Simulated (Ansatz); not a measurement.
# MnF2: the cost of one run

Computed with the Python package of Ansatz 0.2.0. Level of theory: DFT PBEsol+U, plane waves, PAW.

**1. The system**

Symmetry: P4_2/mnm, No. 136, tetragonal system. The conventional cell has a = 4.874 Å, b = 4.874 Å, c = 3.311 Å, α = 90.00°, β = 90.00°, γ = 90.00°. Mn (site symmetry mmm) is surrounded by 6 F at 2.10 to 2.13 Å. Around F (site symmetry m2m) lie 3 Mn at 2.10 to 2.13 Å.

The script holds or builds the structure itself.

**2. The code**

File plus_u_mnf2.py:

```python
# -*- coding: utf-8 -*-
"""How the states of MnF2 follow the Hubbard U."""

import ansatz as az
import numpy as np


def count_gap(report):
    # lowest empty less highest filled band, counting bands; zero where they overlap
    return max(report.get("gap_by_band_count_ev") or 0.0, 0.0)


def main():
    lattice = az.Lattice.of(
        (4.8738, 0.0, 0.0),
        (0.0, 4.8738, 0.0),
        (0.0, 0.0, 3.3107),
    )
    sites = [
        ("Mn", (0.0, 0.0, 0.0), 5.2),
        ("Mn", (0.5, 0.5, 0.5), -5.2),
        ("F", (0.3053, 0.3053, 0.0), 0.0),
        ("F", (0.1947, 0.8053, 0.5), 0.0),
        ("F", (0.6947, 0.6947, 0.0), 0.0),
        ("F", (0.8053, 0.1947, 0.5), 0.0),
    ]
    crystal = az.Crystal(lattice=lattice)
    for symbol, position, moment in sites:
        crystal = crystal.atom(symbol, position, moment=moment or None)

    base = crystal.calculation()
    base = base.functional(az.Functional.PBESOL).basis(420)
    base = base.kpoints(spacing=0.29).occupations("Fermi-Dirac", width=0.15)
    base = base.spin(az.SpinTreatment.COLLINEAR).band_table()
    rows = []
    for u in [0.0, 1.5, 3.0, 4.5, 6.0]:
        r = base.hubbard("Mn", "d", u_eff=u).run(threads=1).report
        shell = r["hubbard"]["n_scf"]
        rows.append((u, count_gap(r), sum(shell) / len(shell), max(abs(m) for m in r["site_moments_mub"]), r["n_iterations"]))
    print("      U_eff eV  gap by band count eV  Mn d occupation (projector)  largest moment muB      iterations")
    for row in rows:
        print(f"{str(row[0]):>14s}  {row[1]:20.3f}  {row[2]:27.4f}  {row[3]:18.3f}  {row[4]:14d}")
    print("eigenvalues of the first occupation matrix at the last U, by spin:")
    for channel in r["hubbard"]["n_eig"][0]:
        print("  ", " ".join(f"{n:.3f}" for n in channel))


if __name__ == "__main__":
    main()
```

**3. What the engine is handed**

The engine receives this input (first run):

```yaml
crystal:
  lattice:
    - [4.8738, 0.0, 0.0]
    - [0.0, 4.8738, 0.0]
    - [0.0, 0.0, 3.3107]
  atoms:
    - { symbol: Mn, position: [0.0, 0.0, 0.0], spin: 5.2 }
    - { symbol: Mn, position: [0.5, 0.5, 0.5], spin: -5.2 }
    - { symbol: F, position: [0.3053, 0.3053, 0.0] }
    - { symbol: F, position: [0.1947, 0.8053, 0.5] }
    - { symbol: F, position: [0.6947, 0.6947, 0.0] }
    - { symbol: F, position: [0.8053, 0.1947, 0.5] }
basis:
  ecutwfc: 420.0
kpoints:
  mp_grid:
    kspacing: 0.29
hamiltonian:
  xc: pbesol
  hubbard:
    - { species: Mn, l: d, u_eff: 0.0 }
magnetization:
  spin_polarized: true
scf:
  occupations:
    method: fermi_dirac
    width: 0.15
output:
  eigenvalues: true
```

**4. Launch**

Command:

```sh
python plus_u_mnf2.py
```

Q: Estimate wall time and peak memory on 1 thread of Intel Xeon Platinum 8488C (Sapphire Rapids), shared host.

About 72 s, with a peak of 0.62 GiB.
